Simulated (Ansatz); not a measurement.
**Y: the order of phases at one pressure**

Aim: bring Y in several structures (fcc, bcc, hcp, dhcp, omega, beta tin) to one pressure and rank them by enthalpy. The pressure is set by scaling the first phase. The runs shown use PAW.

Method: DFT, PBEsol, PAW with Ansatz's default frozen-core files, scalar-relativistic, in Ansatz 0.2.0.

## (1) Starting point

The structure is cubic, space group Fm-3m (No. 225). Conventional cell: a = 5.006 Å, b = 5.006 Å, c = 5.006 Å, α = 90.00°, β = 90.00°, γ = 90.00°. Y (site symmetry m-3m) has 12 Y at 3.54 Å in its first shell of neighbours.

As a file:

```
Y
1.0
     0.00000    2.50314    2.50314
     2.50314    0.00000    2.50314
     2.50314    2.50314    0.00000
Y
1
Direct
  0.00000 0.00000 0.00000
```

## (2) Cell relaxed at zero pressure, PAW

Contents of input.yaml:

```yaml
crystal:
  lattice:
    - [0.0, 2.5031427144, 2.5031427144]
    - [2.5031427144, 0.0, 2.5031427144]
    - [2.5031427144, 2.5031427144, 0.0]
  atoms:
    - { symbol: "Y", position: [0.0, 0.0, 0.0] }
kpoints:
  mp_grid: { grid: [14, 14, 14] }
scf:
  occupations: { method: fermi_dirac, width: 0.05 }
hamiltonian:
  xc: pbesol
  pseudopotentials: { kind: paw }
output:
  forces: true
  stress: true
relax:
  f_tol: 0.005
  max_steps: 40
  cell: {}
```

Launch:

```
ansatz run input.yaml --threads 1 --pin off --max-ram 3584MiB --backend cpu --events-out ev --progress --plain --runs-dir out
```

The runs that follow: Volume scaled by 0.68, to set the pressure, PAW; Fcc relaxed under pressure, PAW; Bcc relaxed under pressure, PAW; Hcp relaxed under pressure, PAW; Dhcp relaxed under pressure, PAW; Omega relaxed under pressure, PAW; Beta tin relaxed under pressure, PAW.

What does the calculation give? Wanted: pressure; lowest.

The runs gave:

```
    quantity                          value
    pressure                         29 GPa
lowest (PAW)  dhcp, 16.0 meV/atom under fcc
```

What this shows: By PAW the order is dhcp < fcc < omega < hcp < bcc < beta tin. Only these structures were tried, with electrons smeared by 0.05 eV and without vibrations, so the true ground state may be another. The k meshes differ between phases and weren't tested, which can move differences by some meV.
